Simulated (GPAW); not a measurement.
# As2S (I4_1/amd) in GPAW: notebook

The runs below take As2S through band structure, with PBEsol.

Program: GPAW 26.7.0. These are calculated values, not measurements. Logs are shortened: lines on timing, memory, paths and dates and some standing lists are left out, and cuts for length are marked. The log counts tension as positive stress, the text compression.

**1. Starting point**

It takes space group I4_1/amd (No. 141, tetragonal). Conventional cell: a = 7.013 Å, b = 7.013 Å, c = 4.972 Å, α = 90.00°, β = 90.00°, γ = 90.00°. As (site symmetry 2/m) is surrounded by 2 S at 2.56 Å and 4 As at 2.77 Å. S (site symmetry -4m2) has 4 As at 2.56 Å as nearest neighbours.

The cell comes from a database or a generator and needn't be the stable form of this composition.

**2. Band structure, PBEsol, 18.03 Å³/atom**

run.py

```python
from ase import Atoms
from ase.dft.bandgap import bandgap
from ase.io import write
from ase.units import GPa
from gpaw import GPAW, PW, setup_paths

setup_paths.insert(0, '.')

atoms = Atoms(['As', 'As', 'As', 'As', 'S', 'S'],
              cell=[[-3.3662208, 3.3662208, 2.38648224],
                    [3.3662208, -3.3662208, 2.38648224],
                    [3.3662208, 3.3662208, -2.38648224]],
              scaled_positions=[[0.875, 0.125, 0.25],
                                [0.875, 0.625, 0.75],
                                [0.375, 0.125, 0.25],
                                [0.875, 0.125, 0.75],
                                [0.25, 0.75, 0.5],
                                [0.5, 0.5, 0.0]],
              pbc=True)

calc = GPAW(mode=PW(600),
            xc='PBEsol',
            kpts={'size': (5, 5, 5), 'gamma': True},
            occupations={'name': 'fermi-dirac', 'width': 0.05},
            nbands=30,
            convergence={'density': 1e-05, 'energy': 1e-05},
            maxiter=150,
            txt='gpaw.txt')
atoms.calc = calc
energy = atoms.get_potential_energy()
forces = atoms.get_forces()
stress = atoms.get_stress()
calc.write('gs.gpw')
write('result.traj', atoms)
print(f'Energy: {energy:.6f} eV')
print('Forces (eV/A):')
print(forces.round(4))
print('Stress (GPa):', (stress / GPa).round(3))
print('Fermi level:', round(calc.get_fermi_level(), 4), 'eV')
print(f'Gap: {bandgap(calc)[0]:.4f} eV, direct: {bandgap(calc, direct=True)[0]:.4f} eV')

path = atoms.cell.bandpath('GXMGZPNZ1M,XP', npoints=80, eps=1e-4)
bs_calc = calc.fixed_density(kpts=path, symmetry='off', nbands=50,
                             convergence={'bands': 'CBM+6.0', 'eigenstates': 1e-6}, txt='bands.txt')
bs = bs_calc.band_structure()
bs.write('bs.json')
print(f'Gap on the path: {bandgap(bs_calc)[0]:.4f} eV')
```

Potentials or basis: PAW data sets generated in the run's folder for this functional, pw.

The run is started by

```console
$ gpaw-setup -f PBEsol As S
$ OMP_NUM_THREADS=1 python run.py
```

gpaw.txt:

```text
__  _  _
 | _ |_)|_||  |
 |__||  | ||/\| - 26.7.0

Input parameters:
  mode=PW(ecut=600.0),
  convergence={'density': 1e-05, 'energy': 1e-05},
  kpts=MonkhorstPack(size=(5, 5, 5), gamma=True),
  maxiter=150,
  nbands=30,
  occupations=Occupations(name='fermi-dirac', width=0.05),
  xc=XC(name='PBEsol')

Diagonalizing LCAO Hamiltonian
Converting LCAO to pw mode

         As    As As
           S
            As
                   S

Atoms  # Å, Bohr magnetons
|   | symbol |         x |        y |        z |    initial magnetic moments |
|---|--------|-----------|----------|----------|-----------------------------|
| 0 |     As | -1.683110 | 3.366221 | 1.789862 | ( 0.0000,  0.0000,  0.0000) |
| 1 |     As |  1.683110 | 3.366221 | 1.789862 | ( 0.0000,  0.0000,  0.0000) |
| 2 |     As |  0.000000 | 1.683110 | 0.596621 | ( 0.0000,  0.0000,  0.0000) |
| 3 |     As |  0.000000 | 5.049331 | 0.596621 | ( 0.0000,  0.0000,  0.0000) |
| 4 |      S |  3.366221 | 0.000000 | 1.193241 | ( 0.0000,  0.0000,  0.0000) |
| 5 |      S |  0.000000 | 0.000000 | 2.386482 | ( 0.0000,  0.0000,  0.0000) |

Unit cell  # Å
| periodic |         x |         y |         z |  lengths |     angles |
|----------|-----------|-----------|-----------|----------|------------|
|      yes | -3.366221 |  3.366221 |  2.386482 | 5.325240 | 101.585754 |
|      yes |  3.366221 | -3.366221 |  2.386482 | 5.325240 | 101.585754 |
|      yes |  3.366221 |  3.366221 | -2.386482 | 5.325240 | 126.750477 |

Number of symmetries: 8
Symmetry operations  # r_c * U_cc + t_c -> r_c
|   | kind |            matrix            |
|---|------|------------------------------|
| 0 |  σ   |  1, 1, 1,  0, 0,-1,  0,-1, 0 |
| 1 |  E   |  1, 0, 0,  0, 1, 0,  0, 0, 1 |
| 2 |  C2  |  0, 1, 0,  1, 0, 0, -1,-1,-1 |
| 3 |  S4  |  0, 0, 1, -1,-1,-1,  0, 1, 0 |
| 4 |  σ   |  0, 0,-1,  1, 1, 1, -1, 0, 0 |
| 5 |  C2  |  0,-1, 0, -1, 0, 0,  0, 0,-1 |
| 6 |  C2  | -1, 0, 0,  0,-1, 0,  1, 1, 1 |
| 7 |  S4  | -1,-1,-1,  0, 0, 1,  1, 0, 0 |

BZ-sampling:
  Number of BZ points: 125
  Number of IBZ points: 18

  Monkhorst-Pack size: [5, 5, 5]
  Monkhorst-Pack shift: [0, 0, 0]

K-points  # in reciprocal-cell coordinates
|     |                                coordinates |     weight |
|-----|--------------------------------------------|------------|
|   0 | (  0.00000000,   0.00000000,   0.00000000) | 0.00800000 |
|   1 | (  0.20000000,  -0.20000000,   0.00000000) | 0.03200000 |
|   2 | (  0.20000000,  -0.20000000,   0.20000000) | 0.03200000 |
|   3 | (  0.20000000,   0.00000000,   0.00000000) | 0.06400000 |
|   4 | (  0.20000000,   0.20000000,  -0.20000000) | 0.01600000 |
|   5 | (  0.40000000,  -0.40000000,   0.00000000) | 0.03200000 |
|   6 | (  0.40000000,  -0.40000000,   0.20000000) | 0.06400000 |
|   7 | (  0.40000000,  -0.40000000,   0.40000000) | 0.03200000 |
|   8 | (  0.40000000,  -0.20000000,   0.00000000) | 0.12800000 |
|   9 | (  0.40000000,  -0.20000000,   0.20000000) | 0.06400000 |
| ... |                                            |            |
|  17 | (  0.40000000,   0.40000000,   0.40000000) | 0.06400000 |

Plane wave coefficients: 3653
Cutoff: 600.0 eV

Spin-components: 1 (collinear spins)
Bands:           30
Projectors:      30
Spin-degeneracy: 2
Datatype:        complex128

Parallelization:
  kpt:    1
  domain: 1
  band:   1

Density:
  Valence electrons: 32.0
  Components: 1
  Grid points: [32 32 32]
  Charge: 0.0  # |e|

Potential:
  Grid points: [32 32 32]

species:
  As:
    name:    Arsenic
    Z:       33.0
    valence: 5
    core:    28
    charge:  0.0  # [|e|]
    compensation charges:
      type: gauss
      rc: 0.33  # [Å]
      lmax: 2
    cutoffs:
      filter: 1.87  # [Å]
      core: 2.96  # [Å]
    projectors
    | kind |    occ | energy [eV] | rcut [Å] |
    |------|--------|-------------|----------|
    |   4s |  2.000 |     -14.495 |    1.058 |
    |   4p |  3.000 |      -5.197 |    1.058 |
    |    s |        |      12.716 |    1.058 |
    |    p |        |      22.014 |    1.058 |
    |    d |        |       0.000 |    1.058 |

    Using partial waves for As as LCAO basis

  S:
    name:    Sulfur
    Z:       16.0
    valence: 6
    core:    10
    charge:  0.0  # [|e|]
    compensation charges:
      type: gauss
      rc: 0.24  # [Å]
      lmax: 2
    cutoffs:
      filter: 1.77  # [Å]
      core: 1.66  # [Å]
    projectors
    | kind |    occ | energy [eV] | rcut [Å] |
    |------|--------|-------------|----------|
    |   3s |  2.000 |     -17.192 |    0.974 |
    |   3p |  4.000 |      -6.978 |    0.979 |
    |    s |        |      10.020 |    0.974 |
    |    p |        |      20.234 |    0.979 |
    |    d |        |       0.000 |    0.900 |

    Using partial waves for S as LCAO basis

Reference energy: -267518.170976  # eV

eigensolver:
  PPCG
  Converge bands: occupied
  niter=2

density mixing:
  MSR1-Mixer
  Pratt-step length: 0.05
  Maximum mixing coefficient: 0.75
  Old densities: 10
  SVD Regularization: 0.005
  Good broyden scale: 1.0
  Trust region scale: 1.0
  Backstep threshold: 4.0
  History deletion threshold: 6.0
  Fourier metric: weight=20.0, sigma=0.015

occupation numbers:
  Fermi-Dirac:
    width: 0.0500  # eV

poisson solver:
  ecut: 4800.0  # eV

xc functional:
  name: PBEsol with 2 nearest neighbor stencil

convergence criteria:
- Maximum integral of absolute [dens]ity change: 1e-05 electrons / valence electron
- Maximum [total energy] change in last 3 cyles: 1e-05 eV / valence electron
- Maximum integral of absolute [eigenst]ate change: 4e-08 eV^2 / valence electron
maximum number of iterations: 150

SCF iterations
|iter     | |      energy | eigst |  dens |
|---------|-|-------------|-------|-------|
|iter:   1| |  -29.068884 | -0.22 |       |
|iter:   2| |  -29.046486 | -2.30 | -1.18 |
|iter:   3| |  -28.890557 | -2.60 | -1.22 |
|iter:   4| |  -28.888298 | -4.00 | -1.78 |
|iter:   5| |  -28.886638 | -4.35 | -2.20 |
|iter:   6| |  -28.886657 | -6.02 | -2.98 |
|iter:   7| |  -28.886659c| -7.28 | -3.61 |
|iter:   8| |  -28.886659c| -7.86c| -4.53 |
|iter:   9| |  -28.886659c| -8.45c| -5.09c|

Converged in 9 steps
Energy contributions relative to reference atoms: (reference = -267518.170976)

Energy contributions:
  Kinetic:          65.360430
  Coulomb:         -58.282689
  Zero:              0.118985
  External:          0.000000
  Xc:              -36.080041
  Entropy:          -0.006689
  Spinorbit:         0.000000
  ----------------------------
  Free energy:     -28.890004
  Extrapolated:    -28.886659

dipole moment: (-37.566414, 15.950338, 7.662337)  # |e|*Ang

Fermi level: 8.358
Eigenvalues  # (at kpt = [0.000, 0.000, 0.000])
| band index |      eig [eV] | occ [0-2] |
|------------|---------------|-----------|
|          0 |        -8.268 |     2.000 |
|        ... |               |           |
|          8 |         2.679 |     2.000 |
|          9 |         3.370 |     2.000 |
|         10 |         3.370 |     2.000 |
|         11 |         4.367 |     2.000 |
|         12 |         4.367 |     2.000 |
|         13 |         4.974 |     2.000 |
[... 8 lines left out ...]
|         22 |        14.429 |     0.000 |
|         23 |        14.534 |     0.000 |
|        ... |               |           |
|         29 |        19.055 |     0.000 |

No gap
No difference between direct/indirect transitions

Forces  # eV/Ang
|        x |        y |        z |
|----------|----------|----------|
| -0.00029 |  0.00000 | -0.00017 |  # As   0
|  0.00029 |  0.00000 | -0.00017 |  # As   1
|  0.00000 | -0.00029 |  0.00017 |  # As   2
|  0.00000 |  0.00029 |  0.00017 |  # As   3
|  0.00000 |  0.00000 | -0.00000 |  # S    4
|  0.00000 | -0.00000 |  0.00000 |  # S    5

Stress tensor  # eV/Ang^3
|         x |         y |         z |
|-----------|-----------|-----------|
| -0.048807 | -0.000000 |  0.000000 |
| -0.000000 | -0.048807 |  0.000000 |
|  0.000000 |  0.000000 | -0.067156 |

# Writing to gs.gpw (mode='')
```

It took 2.4 min on 1 thread of Arm Neoverse V2, shared host; peak memory 0.56 GiB.

Results:

```yaml
Free_energy: -28.8900 eV
Pressure: 8.8 GPa
Band_gap_along_the_path: none (metal or under the smearing width)
```

Caveat: the density grid can change from cell to cell, which puts small steps into energies and stress.

**3. Band structure, PBEsol, 19.18 Å³/atom**

Changes to run.py since step 2:

```diff
@@ -9,5 +9,5 @@
 atoms = Atoms(['As', 'As', 'As', 'As', 'S', 'S'],
-              cell=[[-3.3662208, 3.3662208, 2.38648224],
-                    [3.3662208, -3.3662208, 2.38648224],
-                    [3.3662208, 3.3662208, -2.38648224]],
+              cell=[[-3.4363504, 3.4363504, 2.43620062],
+                    [3.4363504, -3.4363504, 2.43620062],
+                    [3.4363504, 3.4363504, -2.43620062]],
               scaled_positions=[[0.875, 0.125, 0.25],
@@ -42,3 +42,3 @@
 path = atoms.cell.bandpath('GXMGZPNZ1M,XP', npoints=80, eps=1e-4)
-bs_calc = calc.fixed_density(kpts=path, symmetry='off', nbands=50,
+bs_calc = calc.fixed_density(kpts=path, symmetry='off', nbands=51,
                              convergence={'bands': 'CBM+6.0', 'eigenstates': 1e-6}, txt='bands.txt')
```

Potentials or basis: PAW data sets generated in the run's folder for this functional, pw.

The run is started by

```console
$ gpaw-setup -f PBEsol As S
$ OMP_NUM_THREADS=1 python run.py
```

Wall time 2.6 min (1 thread of Arm Neoverse V2, shared host); peak memory 0.59 GiB.

It converged, with:

```
Free energy             : -29.1179 eV
Pressure                : 2.0 GPa
Band gap along the path : none (metal or under the smearing width)
```

Caveat: the density grid can change from cell to cell, which puts small steps into energies and stress.
